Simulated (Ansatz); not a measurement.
# C₃H₈Cl₃NSn: taking an electron away

The task here is to estimate one member of a computed series from the others.

Method: unrestricted cation, the program's frozen cores in correlated methods; program: Ansatz 0.2.0, Gaussian basis.

Plan: UKS PBE-D4/def2-TZVPP; UKS r2SCAN-D4/def2-TZVPP; UKS PBE0-D4/def2-TZVPP; UKS B3LYP-D4/def2-TZVPP; UKS wB97X-V/def2-TZVPP; UKS wB97M-V/def2-TZVPP; UKS B2PLYP/def2-TZVPP; UHF-CCSD(T)/def2-TZVPP; UHF-MP2/def2-QZVPP; extrapolation to the limit; then −ε(HOMO) from the neutral's earlier runs with LDA (SPW92), PBE-D4, revPBE-D4, BLYP-D4, r2SCAN-D4, B97M-V, PBE0-D4, B3LYP-D4, r2SCANh-D4, r2SCAN0-D4, HSE06-D4, BHLYP-D4, CAM-B3LYP-D4, LC-ωPBE, ωB97X-V, ωB97M-V.

### Structure used throughout

All runs share one geometry, relaxed beforehand with PBE0-D4 in a triple-zeta def2 set. Sn takes the def2 core potential; no spin-orbit term is included.

SMILES `CC[N](C)[Sn]([Cl])([Cl])[Cl]`, 16 atoms, charge 0, spin multiplicity 1.

Atoms are counted from 1 here; the program's logs count them from 0.

Bond lengths: C1–C2 1.512 Å, C1–H9 1.096 Å, C1–H10 1.091 Å, C1–H11 1.091 Å, C2–N3 1.454 Å, C2–H12 1.102 Å, C2–H13 1.098 Å, N3–C4 1.452 Å, N3–Sn5 2.003 Å, C4–H14 1.099 Å, C4–H15 1.091 Å, C4–H16 1.096 Å, Sn5–Cl6 2.301 Å, Sn5–Cl7 2.319 Å, Sn5–Cl8 2.305 Å. Angles: C2–C1–H9 112.1°, C2–C1–H10 111.2°, C2–C1–H11 110.1°, H9–C1–H10 108.4°, H9–C1–H11 106.4°, H10–C1–H11 108.5°, C1–C2–N3 113.2°, C1–C2–H12 109.9°, C1–C2–H13 109.2°, N3–C2–H12 111.4°, N3–C2–H13 106.5°, H12–C2–H13 106.3°, C2–N3–C4 112.5°, C2–N3–Sn5 117.6°, C4–N3–Sn5 116.7°, N3–C4–H14 113.3°, N3–C4–H15 111.0°, N3–C4–H16 108.7° and more.

The first run:

in.yaml reads:

```yaml
crystal:
  periodic: [false, false, false]
  atoms:
    - {symbol: C, position_ang: [-1.588612, 0.377483, -1.145238]}
    - {symbol: C, position_ang: [-1.166251, -0.144191, 0.209289]}
    - {symbol: N, position_ang: [0.192187, 0.229995, 0.569737]}
    - {symbol: C, position_ang: [0.549492, -0.198885, 1.909818]}
    - {symbol: Sn, position_ang: [1.606195, 0.052862, -0.837459]}
    - {symbol: Cl, position_ang: [1.587479, 1.798566, -2.335668]}
    - {symbol: Cl, position_ang: [1.466493, -1.892833, -2.091042]}
    - {symbol: Cl, position_ang: [3.669731, 0.089284, 0.189849]}
    - {symbol: H, position_ang: [-1.020319, -0.085153, -1.960155]}
    - {symbol: H, position_ang: [-1.462341, 1.459710, -1.208273]}
    - {symbol: H, position_ang: [-2.637967, 0.139724, -1.327913]}
    - {symbol: H, position_ang: [-1.308079, -1.235815, 0.251744]}
    - {symbol: H, position_ang: [-1.821411, 0.281412, 0.981023]}
    - {symbol: H, position_ang: [0.433486, -1.281185, 2.064545]}
    - {symbol: H, position_ang: [1.578617, 0.073645, 2.146314]}
    - {symbol: H, position_ang: [-0.101698, 0.312683, 2.627631]}
basis:
  gaussian: {orbitals: def2-TZVPP}
total_charge: 1
magnetization: {spin_polarized: true, initial_magnetization: 1}
hamiltonian: {xc: pbe, dispersion: d4}
```

Launch:

```sh
ansatz run in.yaml --threads 5 --pin off --events-out ev --progress --plain --max-ram 66560MiB --backend cuda --devices 0, --max-vram 37GiB
```

Among the steps run: Cation, UKS PBE-D4/def2-TZVPP; Cation, UKS r2SCAN-D4/def2-TZVPP; Cation, UKS PBE0-D4/def2-TZVPP; Cation, UKS B3LYP-D4/def2-TZVPP; Cation, UKS wB97X-V/def2-TZVPP; Cation, UKS wB97M-V/def2-TZVPP; Cation, UKS B2PLYP (frozen core)/def2-TZVPP; Cation, UHF-CCSD(T)/def2-TZVPP; Cation, UHF-MP2/def2-QZVPP.

One of the session's tables, all rows but one given; the rest of the session is left out.

It belongs to the step «Ionisation energies side by side». Orbital estimates, from the neutral's runs:

| functional | −ε(HOMO) (eV) |
| --- | --- |
| LDA (SPW92) | 5.95 |
| PBE-D4 | 5.81 |
| revPBE-D4 | 5.76 |
| BLYP-D4 | 5.71 |
| r2SCAN-D4 | 6.08 |
| B97M-V | 6.20 |
| PBE0-D4 | ? |
| B3LYP-D4 | 6.92 |
| r2SCANh-D4 | 6.57 |
| r2SCAN0-D4 | 7.32 |
| HSE06-D4 | 6.73 |
| BHLYP-D4 | 8.40 |
| CAM-B3LYP-D4 | 8.50 |
| LC-ωPBE | 9.82 |
| ωB97X-V | 9.51 |
| ωB97M-V | 9.41 |

Q: Estimate the row for PBE0-D4 from the others.

As computed: −ε(HOMO) (eV): 7.13. In the column «−ε(HOMO) (eV)» it lies between B3LYP-D4 (6.92) and r2SCAN0-D4 (7.32).
